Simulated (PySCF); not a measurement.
# TMS-CH2F: NMR shifts at several levels of theory, part 2 of 2

PySCF 2.14.0. Atoms count from 0. The steps go on from the part before.

## 6. NMR shieldings: B3LYP/pcSseg-1

The job: settings as JSON, then the geometry in Å.

```
{"job": {"kind": "nmr", "xc": "B3LYP", "basis": "pcSseg-1", "pop": false}, "charge": 0, "multiplicity": 1}
C     -0.657004    -1.804572     0.210561
Si    -0.016283    -0.051669    -0.028757
C     -1.162232     0.949332    -1.128914
C      1.722327    -0.052286    -0.737498
C      0.062169     0.829107     1.659722
F      0.555273     2.113591     1.463193
H     -0.716240    -2.323450    -0.759787
H      0.007318    -2.393436     0.862664
H     -1.665415    -1.812012     0.653708
H     -0.829104     1.998631    -1.156487
H     -1.169630     0.565372    -2.161219
H     -2.197625     0.933415    -0.753288
H      2.113161     0.976835    -0.764831
H      1.741007    -0.453457    -1.763104
H      2.407704    -0.657567    -0.123330
H     -0.932949     0.903300     2.135341
H      0.723515     0.302925     2.372215
```

Level: GIAO B3LYP/pcSseg-1 NMR shielding, non-relativistic, gas phase.

The program printed:

```text
coarse grid: 13880 points
cycle   1  E = -548.2484392379  dE =  1.666e-01  |g| = 7.047e-01  |ddm| = 3.470e+00
cycle   2  E = -548.1844056941  dE =  6.403e-02  |g| = 9.171e-01  |ddm| = 1.250e+00
cycle   3  E = -548.3556651622  dE = -1.713e-01  |g| = 9.506e-02  |ddm| = 7.299e-01
cycle   4  E = -548.3570727821  dE = -1.408e-03  |g| = 3.301e-02  |ddm| = 7.549e-02
cycle   5  E = -548.3572776865  dE = -2.049e-04  |g| = 4.630e-03  |ddm| = 2.517e-02
cycle   6  E = -548.3572818774  dE = -4.191e-06  |g| = 1.913e-03  |ddm| = 6.129e-03
final grid: 127456 points
cycle   7  E = -548.4041897653  dE = -2.233e-05  |g| = 8.008e-03  |ddm| = 1.847e-02
cycle   8  E = -548.4041790113  dE =  1.075e-05  |g| = 1.103e-02  |ddm| = 1.462e-02
cycle   9  E = -548.4042037516  dE = -2.474e-05  |g| = 8.836e-04  |ddm| = 8.212e-03
cycle  10  E = -548.4042038744  dE = -1.228e-07  |g| = 2.004e-04  |ddm| = 7.439e-04
cycle  11  E = -548.4042038813  dE = -6.861e-09  |g| = 3.833e-05  |ddm| = 1.409e-04
cycle  12  E = -548.4042038815  dE = -2.526e-10  |g| = 1.569e-05  |ddm| = 4.643e-05
converged SCF energy = -548.4042038815

GIAO shielding tensors (ppm)
atom      isotropic    diamagn.    paramagn.     s11        s22        s33       span
  0 C      183.519     254.258     -70.739    178.835    183.715    188.008      9.173
  1 Si     339.740     881.365    -541.625    325.419    337.524    356.278     30.859
  2 C      183.131     253.562     -70.431    177.063    182.127    190.203     13.139
  3 C      183.177     253.571     -70.394    177.129    182.099    190.303     13.174
  4 C       98.001     250.991    -152.990     50.758     75.072    168.173    117.415
  5 F      473.596     474.336      -0.740    429.602    466.437    524.750     95.148
  6 H       31.334      31.038       0.296     27.425     28.904     37.673     10.248
  7 H       31.534      31.099       0.435     27.177     29.077     38.348     11.171
  8 H       31.537      31.090       0.447     27.195     29.068     38.347     11.152
  9 H       30.897      30.959      -0.062     26.517     29.093     37.081     10.564
 10 H       31.433      30.989       0.444     27.349     29.063     37.889     10.540
 11 H       31.416      31.068       0.347     27.394     28.486     38.367     10.972
 12 H       30.893      30.962      -0.069     26.511     29.098     37.071     10.560
 13 H       31.436      30.995       0.441     27.364     29.057     37.887     10.524
 14 H       31.415      31.077       0.338     27.398     28.474     38.372     10.974
 15 H       27.066      30.660      -3.594     22.886     27.581     30.733      7.847
 16 H       27.069      30.656      -3.587     22.854     27.602     30.750      7.896
```

Run time: 16 s. Hardware: 1 thread of Arm Neoverse V2, shared host; peak memory 0.77 GiB.

Key values: δ C4 81.2, C0 -4.0, Si1 -1.9, F5 -301.7, H15 4.32, H6 0.06 ppm (means over like atoms).

## 7. Nuclear shieldings: PBE0/pcSseg-1

Settings changed since step 6:

```diff
@@ -1,2 +1,2 @@
-{"job": {"kind": "nmr", "xc": "B3LYP", "basis": "pcSseg-1", "pop": false}, "charge": 0, "multiplicity": 1}
+{"job": {"kind": "nmr", "xc": "PBE0", "basis": "pcSseg-1", "pop": false}, "charge": 0, "multiplicity": 1}
 C     -0.657004    -1.804572     0.210561
```

Level: GIAO PBE0/pcSseg-1 NMR shielding, non-relativistic, gas phase.

The program printed:

```text
coarse grid: 13880 points
cycle   1  E = -547.8288930187  dE =  1.723e-01  |g| = 6.248e-01  |ddm| = 3.441e+00
cycle   2  E = -547.7975062416  dE =  3.139e-02  |g| = 7.656e-01  |ddm| = 1.040e+00
cycle   3  E = -547.9129182771  dE = -1.154e-01  |g| = 7.921e-02  |ddm| = 5.825e-01
cycle   4  E = -547.9139020850  dE = -9.838e-04  |g| = 2.830e-02  |ddm| = 6.375e-02
cycle   5  E = -547.9140560254  dE = -1.539e-04  |g| = 3.706e-03  |ddm| = 2.189e-02
cycle   6  E = -547.9140586226  dE = -2.597e-06  |g| = 1.461e-03  |ddm| = 4.631e-03
final grid: 127456 points
cycle   7  E = -547.9553263141  dE = -2.887e-05  |g| = 8.794e-03  |ddm| = 2.256e-02
cycle   8  E = -547.9553193388  dE =  6.975e-06  |g| = 1.074e-02  |ddm| = 1.451e-02
cycle   9  E = -547.9553448253  dE = -2.549e-05  |g| = 9.536e-04  |ddm| = 7.616e-03
cycle  10  E = -547.9553449595  dE = -1.343e-07  |g| = 2.270e-04  |ddm| = 7.792e-04
cycle  11  E = -547.9553449670  dE = -7.441e-09  |g| = 3.968e-05  |ddm| = 1.538e-04
cycle  12  E = -547.9553449673  dE = -3.006e-10  |g| = 1.847e-05  |ddm| = 4.720e-05
converged SCF energy = -547.9553449673

GIAO shielding tensors (ppm)
atom      isotropic    diamagn.    paramagn.     s11        s22        s33       span
  0 C      188.601     255.691     -67.090    184.169    188.907    192.726      8.556
  1 Si     353.647     881.335    -527.689    339.582    351.681    369.677     30.095
  2 C      188.198     254.966     -66.767    182.479    187.112    195.004     12.525
  3 C      188.241     254.970     -66.729    182.544    187.076    195.101     12.557
  4 C      105.014     251.735    -146.721     58.787     82.193    174.062    115.275
  5 F      477.947     473.653       4.294    431.678    472.592    529.571     97.893
  6 H       31.208      30.961       0.247     27.074     28.654     37.897     10.823
  7 H       31.413      31.020       0.393     26.833     28.838     38.568     11.735
  8 H       31.416      31.011       0.404     26.850     28.830     38.567     11.717
  9 H       30.784      30.852      -0.068     26.192     28.860     37.299     11.107
 10 H       31.307      30.899       0.408     26.999     28.804     38.117     11.119
 11 H       31.292      30.973       0.318     27.061     28.235     38.578     11.517
 12 H       30.780      30.854      -0.074     26.187     28.864     37.289     11.102
 13 H       31.309      30.903       0.406     27.013     28.798     38.116     11.103
 14 H       31.291      30.980       0.311     27.065     28.223     38.584     11.519
 15 H       26.967      30.537      -3.570     22.741     27.450     30.710      7.968
 16 H       26.969      30.533      -3.564     22.709     27.472     30.726      8.017
```

Wall time 16 s (1 thread of Arm Neoverse V2, shared host); peak memory 0.77 GiB.

In short: δ C4 79.4, C0 -3.9, Si1 -1.7, F5 -300.7, H15 4.30, H6 0.07 ppm (means over like atoms).

## 8. Nuclear shieldings: mPW1PW91/pcSseg-1

Settings changed since step 7:

```diff
@@ -1,2 +1,2 @@
-{"job": {"kind": "nmr", "xc": "PBE0", "basis": "pcSseg-1", "pop": false}, "charge": 0, "multiplicity": 1}
+{"job": {"kind": "nmr", "xc": "mPW1PW91", "basis": "pcSseg-1", "pop": false}, "charge": 0, "multiplicity": 1}
 C     -0.657004    -1.804572     0.210561
```

Method: GIAO mPW1PW91/pcSseg-1 NMR shielding, non-relativistic, gas phase.

The program printed:

```text
coarse grid: 13880 points
cycle   1  E = -548.1970885204  dE =  1.721e-01  |g| = 6.348e-01  |ddm| = 3.444e+00
cycle   2  E = -548.1645458186  dE =  3.254e-02  |g| = 7.806e-01  |ddm| = 1.053e+00
cycle   3  E = -548.2830749235  dE = -1.185e-01  |g| = 8.168e-02  |ddm| = 5.910e-01
cycle   4  E = -548.2841347758  dE = -1.060e-03  |g| = 2.840e-02  |ddm| = 6.553e-02
cycle   5  E = -548.2842906740  dE = -1.559e-04  |g| = 3.725e-03  |ddm| = 2.201e-02
cycle   6  E = -548.2842933352  dE = -2.661e-06  |g| = 1.472e-03  |ddm| = 4.706e-03
final grid: 127456 points
cycle   7  E = -548.3255301538  dE = -3.020e-05  |g| = 6.242e-03  |ddm| = 2.197e-02
cycle   8  E = -548.3255266102  dE =  3.544e-06  |g| = 7.695e-03  |ddm| = 1.052e-02
cycle   9  E = -548.3255394213  dE = -1.281e-05  |g| = 6.484e-04  |ddm| = 5.468e-03
cycle  10  E = -548.3255394841  dE = -6.282e-08  |g| = 1.929e-04  |ddm| = 5.568e-04
cycle  11  E = -548.3255394897  dE = -5.599e-09  |g| = 3.291e-05  |ddm| = 1.392e-04
cycle  12  E = -548.3255394899  dE = -2.242e-10  |g| = 1.331e-05  |ddm| = 3.774e-05
converged SCF energy = -548.3255394899

GIAO shielding tensors (ppm)
atom      isotropic    diamagn.    paramagn.     s11        s22        s33       span
  0 C      187.647     255.751     -68.103    183.328    188.000    191.614      8.286
  1 Si     352.413     881.519    -529.105    338.378    350.390    368.472     30.095
  2 C      187.261     255.034     -67.772    181.704    186.177    193.903     12.199
  3 C      187.303     255.037     -67.734    181.768    186.141    194.002     12.234
  4 C      104.234     251.806    -147.572     57.962     81.558    173.182    115.220
  5 F      477.303     473.837       3.466    431.370    471.565    528.974     97.604
  6 H       31.257      31.029       0.227     27.152     28.721     37.897     10.745
  7 H       31.460      31.089       0.370     26.916     28.909     38.555     11.640
  8 H       31.463      31.081       0.382     26.933     28.900     38.555     11.622
  9 H       30.834      30.921      -0.087     26.277     28.929     37.295     11.018
 10 H       31.354      30.969       0.386     27.077     28.870     38.116     11.039
 11 H       31.337      31.042       0.295     27.141     28.307     38.563     11.422
 12 H       30.830      30.923      -0.093     26.272     28.933     37.285     11.013
 13 H       31.357      30.974       0.383     27.092     28.864     38.115     11.023
 14 H       31.336      31.049       0.287     27.145     28.295     38.568     11.423
 15 H       27.035      30.598      -3.564     22.823     27.518     30.763      7.940
 16 H       27.037      30.594      -3.557     22.791     27.540     30.779      7.988
```

It took 16 s on 1 thread of Arm Neoverse V2, shared host; peak memory 0.77 GiB.

This run: δ C4 79.3, C0 -3.9, Si1 -1.6, F5 -299.4, H15 4.28, H6 0.07 ppm (means over like atoms).

## 9. Comparing the runs: NMR shifts

Shifts (ppm), means over like atoms, with basis size and wall time (the measured row can stand on another reference than the computed rows):

| run | C4 | C0 | H15 | H6 | Si1 | F5 | functions | time |
| --- | --- | --- | --- | --- | --- | --- | --- | --- |
| KT2/pcSseg-1 | 79.9 | -4.1 | 4.42 | 0.06 | -3.0 | -323.3 | 164 | 23 s |
| KT3/pcSseg-1 | 78.3 | -3.7 | 4.33 | 0.06 | -3.0 | -307.0 | 164 | 24 s |
| B97-D/pcSseg-1 | 80.8 | -3.8 | 4.40 | 0.06 | -2.2 | -307.9 | 164 | 24 s |
| B3LYP/pcSseg-1 | 81.2 | -4.0 | 4.32 | 0.06 | -1.9 | -301.7 | 164 | 16 s |
| PBE0/pcSseg-1 | 79.4 | -3.9 | 4.30 | 0.07 | -1.7 | -300.7 | 164 | 16 s |
| mPW1PW91/pcSseg-1 | 79.3 | -3.9 | 4.28 | 0.07 | -1.6 | -299.4 | 164 | 16 s |
| measured | – | – | – | – | – | -277.0 | – | – |

Measured: G. Saielli, R. Bini, A. Bagno, Computational 19F NMR. 2. Organic compounds, RSC Adv. 2014, ESI (exp. from Berger-Braun-Kalinowski 1994 and Everett 1995).

## 10. Summary of results

What follows sums up all 2 parts.

```
                                                              quantity                    value
                                                           point group                       Cs
                                  rotational constants (main isotopes)     3.09, 1.87, 1.86 GHz
13C shifts against TMS (KT2/pcSseg-1, means over atoms taken as alike)           79.9, -4.1 ppm
 1H shifts against TMS (KT2/pcSseg-1, means over atoms taken as alike)           4.42, 0.06 ppm
                                29Si shifts against TMS (KT2/pcSseg-1)                 -3.0 ppm
                               19F shifts against CFCl3 (KT2/pcSseg-1)               -323.3 ppm
                              measured, and computed on the same scale  F5 δ -277.0, -323.3 ppm
                                              range of the shift of F5     -323.3 to -299.4 ppm
```

What this shows: Single values in the summary come from the first run of each kind that ended normally (KT2/pcSseg-1), which need not be the best level. Relaxing lowered the energy by 0.094 eV in 7 steps; the close pair that moved most is Si1–C3, from 1.905 to 1.878 Å. No frequency check was run at this level, so the end point may be a saddle. The most deshielded carbon is C4 (sp3 CH2 bonded to F and Si), at 79.9 ppm: deshielded by the electronegative neighbour. The most deshielded hydrogen is H15, H16 (mean) (hydrogen on an sp3 CH2 bonded to F and Si), at 4.42 ppm: its carbon carries F, hence the downfield position. At KT2/pcSseg-1: Shielding is most anisotropic at C4 (span 116 ppm, paramagnetic term -149 ppm). Vibration, temperature and solvent are missing from the calculation, and it holds one conformer, so part of the miss against the measured shifts is not the functional's. In ppm, F5 moves most: its shift spreads over 23.9 ppm, from -323.3 (KT2/pcSseg-1) to -299.4 (mPW1PW91/pcSseg-1). For the one measured 19F shift, mPW1PW91/pcSseg-1 misses least (22.4 ppm, 16 s) and KT2/pcSseg-1 most (46.3 ppm, 23 s). One molecule ranks no method: errors cancel, and vibration and temperature are missing from all runs.
